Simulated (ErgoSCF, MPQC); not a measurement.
# HBS (hydrogen boron sulfide), step by step

We compute a series of 23 runs (BP86/cc-pVDZ, PW91/6-31G*, UPW91/6-31G*) of BHS and its partners. The setting varied is the subspace error, integration grid. 

The calculation is run with ErgoSCF 3.8, MPQC 2.3.1.

9 further runs of the same task are left out: 2 that didn't finish, 7 set aside as unsound or not needed.

## 1. The system as given

HBS has 3 atoms, charge 0, and is taken as a singlet. SMILES: `B=S`. The coordinates come from a GFN2-xTB relaxation.

Bond lengths: B1–S2 1.592 Å, B1–H3 1.144 Å. Angles: S2–B1–H3 179.9°.

## 2. The energy at BP86/cc-pVDZ (subspace error 0.0001) (run 1)

The input, ergo.in:

```
set_nthreads(1)
molecule_inline
B     -0.07753546    -0.03042459     0.26936156
S      0.74704653     0.27686377    -2.60717955
H     -0.66952997    -0.24643918     2.33779909
EOF
scf.max_number_of_iterations = 70
scf.purification_subspace_err_limit = 0.0001
scf.convergence_threshold = 1e-06
scf.output_mulliken_pop = 1
tmpdir = "."
basis = "cc-pVDZ"
run "BP86"
```

The basis set cc-pVDZ is read from a file made from the Basis Set Exchange's data (not shown).

On the command line:

```console
$ ergo ergo.in
```

Log (excerpt; [...] marks lines left out):

```text
[...]
INDF Weighted mixed functional:
[...]
INSC Energy   1 =       -194.17431831620
[...]
INDE PURIFICATION CONVERGED after 38 iterations
[...]
INDE PURIFICATION CONVERGED after 30 iterations
[...]
INDE PURIFICATION CONVERGED after 31 iterations
[...]
INDE PURIFICATION CONVERGED after 31 iterations
[...]
INDE E(LUMO) - E(HOMO) <=          0.20532018776 =          5.58704695985 eV
[...]
INSC Energy  19 =       -423.68817533354  ( diff     -0.000000000328271 )
[...]
RESC CONVERGED after  19 iterations.
RESC FINAL ENERGY:       -423.68817533354
[...]
INSC SCF: dipole_moment_x [atomic units] =      -0.12925850
INSC SCF: dipole_moment_y [atomic units] =      -0.04806713
INSC SCF: dipole_moment_z [atomic units] =       0.45098380
[...]
```

It took 7.8 s on 1 thread of Arm Neoverse V1, shared host; peak memory 0.26 GiB.

## 3. The energy at BP86/cc-pVDZ (subspace error 1e-06) (run 2)

ergo.in, as its differences from that of step 2:

```diff
@@ -7,3 +7,3 @@
 scf.max_number_of_iterations = 70
-scf.purification_subspace_err_limit = 0.0001
+scf.purification_subspace_err_limit = 1e-06
 scf.convergence_threshold = 1e-06
```

The basis set cc-pVDZ is read from a file made from the Basis Set Exchange's data (not shown).

On the command line:

```console
$ ergo ergo.in
```

Log (excerpt; [...] marks lines left out):

```text
[...]
INDF Weighted mixed functional:
[...]
INSC Energy   1 =       -194.17431831620
[...]
INDE PURIFICATION CONVERGED after 38 iterations
[...]
INDE PURIFICATION CONVERGED after 30 iterations
[...]
INDE PURIFICATION CONVERGED after 31 iterations
[...]
INDE PURIFICATION CONVERGED after 31 iterations
[...]
INDE E(LUMO) - E(HOMO) <=          0.20532018776 =          5.58704695985 eV
[...]
INSC Energy  19 =       -423.68817533354  ( diff     -0.000000000328271 )
[...]
RESC CONVERGED after  19 iterations.
RESC FINAL ENERGY:       -423.68817533354
[...]
INSC SCF: dipole_moment_x [atomic units] =      -0.12925850
INSC SCF: dipole_moment_y [atomic units] =      -0.04806713
INSC SCF: dipole_moment_z [atomic units] =       0.45098380
[...]
```

Wall time 7.5 s (1 thread of Arm Neoverse V1, shared host); peak memory 0.26 GiB.

Runs 3 to 15 aren't shown in full; the table further down has their settings and results.

## 4. A single-point energy at PW91/6-31G(d) (spherical functions) (run 16)

The input, input.in:

```
% emacs should use -*- KeyVal -*- mode
molecule<Molecule>: (
    symmetry = c1
    unit = bohr
    { atoms geometry } = {
        B  [ -0.07753546 -0.03042459 0.26936156 ]
        S  [ 0.74704653 0.27686377 -2.60717955 ]
        H  [ -0.66952997 -0.24643918 2.33779909 ]
    }
)
basis<GaussianBasisSet>: (
    name = "6-31G*"
    molecule = $:molecule
    basisdir = "."
    puream = yes
)
mpqc: (
    checkpoint = no
    savestate = no
    restart = no
    do_energy = yes
    do_gradient = no
    optimize = no
    mole<CLKS>: (
        molecule = $:molecule
        basis = $:basis
        total_charge = 0
        memory = 1000000000
        print_evals = yes
        print_npa = yes
        maxiter = 70
        value_accuracy = 1e-08
        functional<StdDenFunctional>: ( name = "PW91" )
        integrator<RadialAngularIntegrator>: ( grid = xfine )
        guess_wavefunction<CLHF>: (
            molecule = $:molecule
            total_charge = 0
            memory = 1000000000
            value_accuracy = 1e-3
            basis<GaussianBasisSet>: (
                name = "STO-3G"
                molecule = $:molecule
            )
        )
    )
)
```

The basis set 6-31G* is read from a file made from the Basis Set Exchange's data (not shown).

On the command line:

```console
$ mpqc input.in > input.out
```

Log (excerpt; [...] marks lines left out):

```text
MPQC: Massively Parallel Quantum Chemistry
[...]
  Integrated electron density error = 0.000002314343
  iter     1 energy = -423.4083603136 delta = 2.49047e-01
  Integrated electron density error = 0.000018779732
  iter     2 energy = -423.4969050118 delta = 6.42520e-02
[...]
  Integrated electron density error = -0.000000054499
  iter    10 energy = -423.5977706009 delta = 1.56264e-06
  Integrated electron density error = -0.000000054499
  iter    11 energy = -423.5977706010 delta = 5.30192e-07
  Integrated electron density error = -0.000000054499
  iter    12 energy = -423.5977706010 delta = 3.64484e-07
  Integrated electron density error = -0.000000054495
  iter    13 energy = -423.5977706010 delta = 1.21137e-07
[...]
  LUMO is    12   A =  -0.068756
  total scf energy = -423.5977706010
Value of the MolecularEnergy: -423.5977706010
[...]
        symmetry = c1
[...]
```

Wall time 4.2 s (1 thread of Arm Neoverse V1, shared host).

Runs 17 to 22 aren't shown in full; the table further down has their settings and results.

## 5. The S atom: a single-point energy at UPW91/6-31G(d) (spherical functions) (run 23)

input.in, as its differences from that of step 4:

```diff
@@ -5,5 +5,3 @@
     { atoms geometry } = {
-        B  [ -0.07753546 -0.03042459 0.26936156 ]
-        S  [ 0.74704653 0.27686377 -2.60717955 ]
-        H  [ -0.66952997 -0.24643918 2.33779909 ]
+        S  [ 0.00000000 0.00000000 0.00000000 ]
     }
@@ -23,3 +21,3 @@
     optimize = no
-    mole<CLKS>: (
+    mole<UKS>: (
         molecule = $:molecule
@@ -27,2 +25,3 @@
         total_charge = 0
+        multiplicity = 3
         memory = 1000000000
@@ -33,6 +32,7 @@
         functional<StdDenFunctional>: ( name = "PW91" )
-        integrator<RadialAngularIntegrator>: ( grid = xfine )
-        guess_wavefunction<CLHF>: (
+        integrator<RadialAngularIntegrator>: ( grid = ultrafine )
+        guess_wavefunction<UHF>: (
             molecule = $:molecule
             total_charge = 0
+            multiplicity = 3
             memory = 1000000000
```

The basis set 6-31G* is read from a file made from the Basis Set Exchange's data (not shown).

Run the same way, it converges to -398.06664 Eh (log not shown).

## 6. The series

| run | level | subspace error | integration grid | partner | energy (Eh) | wall time |
| --- | --- | --- | --- | --- | --- | --- |
| 1 | BP86/cc-pVDZ (subspace error 0.0001) | 0.0001 | Turbo | base | -423.688175 | 7.8 s |
| 2 | BP86/cc-pVDZ (subspace error 1e-06) | 1e-06 | Turbo | base | -423.688175 | 7.5 s |
| 3 | BP86/cc-pVDZ (subspace error 1e-08) | 1e-08 | Turbo | base | -423.688175 | 7.8 s |
| 4 | PW91/6-31G* (spherical functions) | – | coarse | base | -423.597794 | 1.2 s |
| 5 | UPW91/6-31G* (spherical functions) | – | coarse | atoms | -24.624858 | 0.65 s |
| 6 | UPW91/6-31G* (spherical functions) | – | coarse | atoms | -0.498895 | 0.16 s |
| 7 | UPW91/6-31G* (spherical functions) | – | coarse | atoms | not converged | 1.7 s |
| 8 | PW91/6-31G* (spherical functions) | – | medium | base | -423.597774 | 1.7 s |
| 9 | UPW91/6-31G* (spherical functions) | – | medium | atoms | -24.624861 | 0.85 s |
| 10 | UPW91/6-31G* (spherical functions) | – | medium | atoms | -0.498895 | 0.22 s |
| 11 | UPW91/6-31G* (spherical functions) | – | medium | atoms | not converged | 3.3 s |
| 12 | PW91/6-31G* (spherical functions) | – | fine | base | -423.597771 | 2.5 s |
| 13 | UPW91/6-31G* (spherical functions) | – | fine | atoms | -24.624860 | 1.9 s |
| 14 | UPW91/6-31G* (spherical functions) | – | fine | atoms | -0.498895 | 0.3 s |
| 15 | UPW91/6-31G* (spherical functions) | – | fine | atoms | -398.066642 | 0.93 s |
| 16 | PW91/6-31G* (spherical functions) | – | xfine | base | -423.597771 | 4.2 s |
| 17 | UPW91/6-31G* (spherical functions) | – | xfine | atoms | -24.624860 | 4.2 s |
| 18 | UPW91/6-31G* (spherical functions) | – | xfine | atoms | -0.498895 | 0.54 s |
| 19 | UPW91/6-31G* (spherical functions) | – | xfine | atoms | -398.066642 | 1.7 s |
| 20 | PW91/6-31G* (spherical functions) | – | ultrafine | base | -423.597771 | 9 s |
| 21 | UPW91/6-31G* (spherical functions) | – | ultrafine | atoms | -24.624860 | 7.2 s |
| 22 | UPW91/6-31G* (spherical functions) | – | ultrafine | atoms | -0.498895 | 0.91 s |
| 23 | UPW91/6-31G* (spherical functions) | – | ultrafine | atoms | -398.066642 | 2.5 s |

Convergence of the total energy of singlet HBS with the integration grid, against the last point:

| integration grid | from the last (mEh) | wall time |
| --- | --- | --- |
| coarse | -0.023 | 1.2 s |
| medium | -0.003 | 1.7 s |
| fine | -0.001 | 2.5 s |
| xfine | +0.000 | 4.2 s |
| ultrafine | +0.000 | 9 s |

Convergence of the HOMO energy of singlet HBS with the integration grid, against the last point:

| integration grid | from the last (eV) | wall time |
| --- | --- | --- |
| coarse | +0.0001 | 1.2 s |
| medium | +0.0000 | 1.7 s |
| fine | -0.0000 | 2.5 s |
| xfine | +0.0000 | 4.2 s |
| ultrafine | +0.0000 | 9 s |

## 7. What came out

| quantity | value |
| --- | --- |
| S atom, run 23: total energy | -398.06664 Eh |
| S atom, run 23: ⟨S²⟩ | 2.002 |
| electronic atomisation energy (run 12, integration grid fine) | 11.085 eV |
| electronic atomisation energy (run 16, integration grid xfine) | 11.085 eV |
| electronic atomisation energy (run 20, integration grid ultrafine) | 11.085 eV |

What this shows: For the total energy of singlet HBS to stay within 0.01 mEh of the last point, medium is the first point of the series from which all later ones do (1.7 s against 9 s). Totals of different functionals can't be ranked against each other. All runs together took 69 s, the longest 9 s. 2 of the 23 runs did not end normally.
